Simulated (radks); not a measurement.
# Spin polarisation of the 5p shell in I

Aim: the energy gained and the exchange splitting as electrons of the 5p shell of I are turned from spin down to spin up.

The numbers are computed with radks (a radial shooting solver on a logarithmic mesh, Libxc functionals) version 1 (scalar-relativistic Kohn-Sham, PBE, spin-polarised, spherical densities, point nucleus), except any that are marked as measured or tabulated.

## Step 1: The system

```
element       : iodine (Z = 53)
charge        : 0
electrons     : 53
configuration : [Kr] 4d10 5s2 5p(up 2.5, down 2.5)
```

A shell typed twice in an input gives spin up, then spin down.

## Step 2: No moment

The run's settings:

```text
Z 53
configuration [Kr] 4d10 5s2 5p2.5 5p2.5
relativity scalar-relativistic
functional pbe,pbe
spin polarised
nucleus point
c 137.035999084
```

## Step 3: moment 0.25 in 5p

The run's settings:

```text
Z 53
configuration [Kr] 4d10 5s2 5p2.625 5p2.375
relativity scalar-relativistic
functional pbe,pbe
spin polarised
nucleus point
c 137.035999084
```

## Step 4: moment 0.5 in 5p

The run's settings:

```text
Z 53
configuration [Kr] 4d10 5s2 5p2.75 5p2.25
relativity scalar-relativistic
functional pbe,pbe
spin polarised
nucleus point
c 137.035999084
```

## Step 5: moment 0.75 in 5p

The run's settings:

```text
Z 53
configuration [Kr] 4d10 5s2 5p2.875 5p2.125
relativity scalar-relativistic
functional pbe,pbe
spin polarised
nucleus point
c 137.035999084
```

## Step 6: moment 1 in 5p

The run's settings:

```text
Z 53
configuration [Kr] 4d10 5s2 5p3 5p2
relativity scalar-relativistic
functional pbe,pbe
spin polarised
nucleus point
c 137.035999084
```

**Question.** What will these runs give? Wanted: for each run, moment; E − E(0); ε(5p up); ε(5p down); splitting.

The runs gave:

| moment (μB) | E − E(0) (eV) | ε(5p up) (eV) | ε(5p down) (eV) | splitting (eV) |
| --- | --- | --- | --- | --- |
| 0 | 0.000 | -7.086 | -7.086 | 0.000 |
| 0.25 | -0.010 | -7.162 | -7.006 | 0.156 |
| 0.5 | -0.039 | -7.236 | -6.924 | 0.312 |
| 0.75 | -0.088 | -7.306 | -6.838 | 0.468 |
| 1 | -0.156 | -7.373 | -6.748 | 0.625 |

What this shows: At a moment of 1 μB the energy has fallen by 0.16 eV and the 5p levels split by 0.62 eV, 0.625 eV per μB. The Stoner form E = −I m²/4 would give I = 0.624 eV. The energy falls at every step.
